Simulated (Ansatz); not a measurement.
# C₂H₇GaO: one species, many methods

Aim: compute C₂H₇GaO with functionals from several rungs and with coupled cluster, and see how far each lands from CCSD(T) at the basis-set limit for the atomisation energy.

Computed with Ansatz 0.2.0, Gaussian basis. Level: functionals in def2-TZVPP, the program's frozen cores in correlated methods.

Levels to be run: LDA (SPW92), PBE-D4, revPBE-D4, BLYP-D4, r2SCAN-D4, B97M-V, PBE0-D4, B3LYP-D4, r2SCANh-D4, r2SCAN0-D4, HSE06-D4, BHLYP-D4, CAM-B3LYP-D4, LC-ωPBE, ωB97X-V, ωB97M-V, B2PLYP, PBE-QIDH; CCSD(T)/def2-SVP; CCSD(T)/def2-TZVPP; MP2/def2-QZVPP; extrapolation to the limit; RPA on PBE.

## Step 1: The geometry

An earlier PBE0-D4 in a triple-zeta def2 set relaxation fixed the geometry.

SMILES `[CH3][GaH][CH2]O`, 11 atoms, charge 0, spin multiplicity 1.

Atoms are counted from 1 here; the program's logs count them from 0.

Bond lengths: C1–Ga2 1.971 Å, C1–H5 1.092 Å, C1–H6 1.095 Å, C1–H7 1.092 Å, Ga2–C3 1.992 Å, Ga2–H8 1.577 Å, C3–O4 1.423 Å, C3–H9 1.102 Å, C3–H10 1.095 Å, O4–H11 0.959 Å. Angles: Ga2–C1–H5 112.0°, Ga2–C1–H6 109.6°, Ga2–C1–H7 111.4°, H5–C1–H6 107.9°, H5–C1–H7 108.7°, H6–C1–H7 107.0°, C1–Ga2–C3 118.8°, C1–Ga2–H8 121.2°, C3–Ga2–H8 120.0°, Ga2–C3–O4 115.4°, Ga2–C3–H9 110.2°, Ga2–C3–H10 108.1°, O4–C3–H9 111.2°, O4–C3–H10 106.3°, H9–C3–H10 105.0°, C3–O4–H11 108.8°.

## Step 2: LDA

This LDA is Slater exchange with PW92 correlation.

in.yaml reads:

```yaml
crystal:
  periodic: [false, false, false]
  atoms:
    - {symbol: C, position_ang: [-1.115741, 1.387843, -0.105134]}
    - {symbol: Ga, position_ang: [0.384286, 0.332384, -0.827520]}
    - {symbol: C, position_ang: [0.948354, -1.317376, 0.135987]}
    - {symbol: O, position_ang: [0.074836, -1.747937, 1.173796]}
    - {symbol: H, position_ang: [-1.780736, 0.782771, 0.514428]}
    - {symbol: H, position_ang: [-0.726838, 2.202829, 0.514594]}
    - {symbol: H, position_ang: [-1.701253, 1.845547, -0.904740]}
    - {symbol: H, position_ang: [1.160333, 0.795742, -2.119309]}
    - {symbol: H, position_ang: [1.980522, -1.207560, 0.504881]}
    - {symbol: H, position_ang: [0.991360, -2.137487, -0.588294]}
    - {symbol: H, position_ang: [-0.149825, -0.993756, 1.721710]}
basis:
  gaussian: {orbitals: def2-TZVPP}
hamiltonian: {xc: lda}
output: {orbitals: {seedname: orbitals}}
```

Command:

```sh
$ ansatz run in.yaml --threads 4 --pin off --events-out ev --progress --plain --max-ram 10444MiB
```

The runs that follow: PBE-D4 (GGA); revPBE-D4 (GGA); BLYP-D4 (GGA); r2SCAN-D4 (meta-GGA); B97M-V (meta-GGA); PBE0-D4 (hybrid); B3LYP-D4 (hybrid); r2SCANh-D4 (hybrid); r2SCAN0-D4 (hybrid); HSE06-D4 (hybrid); BHLYP-D4 (hybrid); CAM-B3LYP-D4 (range-separated); LC-ωPBE (range-separated); ωB97X-V (range-separated); ωB97M-V (range-separated); B2PLYP (double hybrid); PBE-QIDH (double hybrid); CCSD(T) in def2-SVP; CCSD(T) in def2-TZVPP; MP2 in def2-QZVPP; RPA on PBE orbitals.

Before running them: what should the planned runs give, taken together? Wanted: atomisation energy, CCSD(T)/CBS; farthest beyond LDA; mean size of error, GGA; mean size of error, meta-GGA; mean size of error, hybrid; mean size of error, range-separated; mean size of error, double hybrid; gap, smallest and largest; T1 diagnostic.

The runs gave:

| quantity | value |
| --- | --- |
| atomisation energy, CCSD(T)/CBS | 896.7 kcal/mol |
| functionals within 9.0 kcal/mol (1.0 %) | PBE-D4, r2SCAN-D4, B97M-V, PBE0-D4, B3LYP-D4, r2SCANh-D4, HSE06-D4, CAM-B3LYP-D4, LC-ωPBE, ωB97X-V, ωB97M-V, PBE-QIDH |
| farthest beyond LDA | BHLYP-D4 (-30.3 kcal/mol) |
| mean size of error, GGA | 10.6 kcal/mol |
| mean size of error, meta-GGA | 2.3 kcal/mol |
| mean size of error, hybrid | 10.8 kcal/mol |
| mean size of error, range-separated | 2.1 kcal/mol |
| mean size of error, double hybrid | 10.9 kcal/mol |
| gap, smallest and largest | 3.38 eV (LDA (SPW92)), 10.47 eV (LC-ωPBE) |
| T1 diagnostic | 0.0116 |
| triples share of the correlation energy | 3.7 % |

**Reading.** The LDA atomisation energy is off by 124.2 kcal/mol (14 %): it overbinds. PBE-D4 misses by +8.9 kcal/mol. Double hybrids carry the basis error of their MP2 part in triple zeta, and no dispersion term here, so their miss is partly the set-up's. The rungs range-separated, meta-GGA miss on average by less than the doubt on the reference (9.0 kcal/mol), so they tie. Misses under about 9.0 kcal/mol are within the doubt on the reference itself, which lacks core-valence correlation, relativity and higher excitations, and its outer-core shells are covered unevenly. Hartree-Fock recovers 72 % of the binding; the rest is correlation. CCSD(T) in def2-SVP is off by -48.8 kcal/mol, worse than the median functional, from the basis alone. Orbital gaps span 3.4 to 10.5 eV; exact exchange widens them. Correlated methods include outer-core shells of Ga, which these sets cover unevenly.
